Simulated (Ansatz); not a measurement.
# Li5Sc: the cost of one run

Program: Ansatz 0.2.0. Level of theory: DFT PBE, scalar-relativistic, plane waves, PAW. These are calculated values, not measurements.

### Step 1. Starting point

Symmetry: P-6m2, No. 187, hexagonal system. Conventional cell: a = 3.856 Å, b = 3.856 Å, c = 6.737 Å, α = 90.00°, β = 90.00°, γ = 120.00°. Li (site symmetry mm2) has 2 Li at 1.77 Å in its first shell of neighbours. Li (site symmetry 3m) is surrounded by 1 Li at 2.01 Å and 3 Sc at 2.44 Å. Sc (site symmetry -6m2) has 6 Li at 2.44 Å in its first shell of neighbours.

Structure file:

```xyz
6
Lattice="3.8565 0.0000 0.0000 -1.9282 3.3398 0.0000 0.0000 0.0000 6.7366" Properties=species:S:1:pos:R:3 pbc="T T T"
Li    2.9709    0.5113    0.0000
Li    1.9282    2.3172    0.0000
Li    0.8856    0.5113    0.0000
Li    1.9282    1.1133    4.3749
Li    1.9282    1.1133    2.3617
Sc    0.0000    2.2265    3.3683
```

A structure generator made this guess: random cell by space group and Wyckoff sites (P-6m2, No. 187). Lengths come from tabulated atomic sizes and are only a guess.

### Step 2. Probe: one point on a coarse mesh

input.yaml

```yaml
crystal:
  lattice:
    - [3.85647953, 0.0, 0.0]
    - [-1.92823976, 3.33980924, 0.0]
    - [0.0, 0.0, 6.73661653]
  atoms:
    - { symbol: Li, position: [0.84690696, 0.15309304, 0.0] }
    - { symbol: Li, position: [0.84690696, 0.69381391, 0.0] }
    - { symbol: Li, position: [0.30618609, 0.15309304, 0.0] }
    - { symbol: Li, position: [0.66666667, 0.33333333, 0.64942457] }
    - { symbol: Li, position: [0.66666667, 0.33333333, 0.35057543] }
    - { symbol: Sc, position: [0.33333333, 0.66666667, 0.5] }
basis:
  ecutwfc: 420
kpoints:
  mp_grid: { grid: [6, 6, 4] }
hamiltonian:
  xc: pbe
scf:
  occupations: { method: gaussian, width: 0.1 }
  lower_state_search: "off"
output:
  forces: true
  stress: true
  eigenvalues: true
```

Command:

```console
ansatz run input.yaml --threads 1 --pin off --max-ram 2560MiB --backend cpu --events-out ev --progress --plain --runs-dir out
```

What time and memory should one allow on 1 thread of Intel Xeon at 2.70GHz, shared host?

About 3.4 s, with a peak of 0.34 GiB.
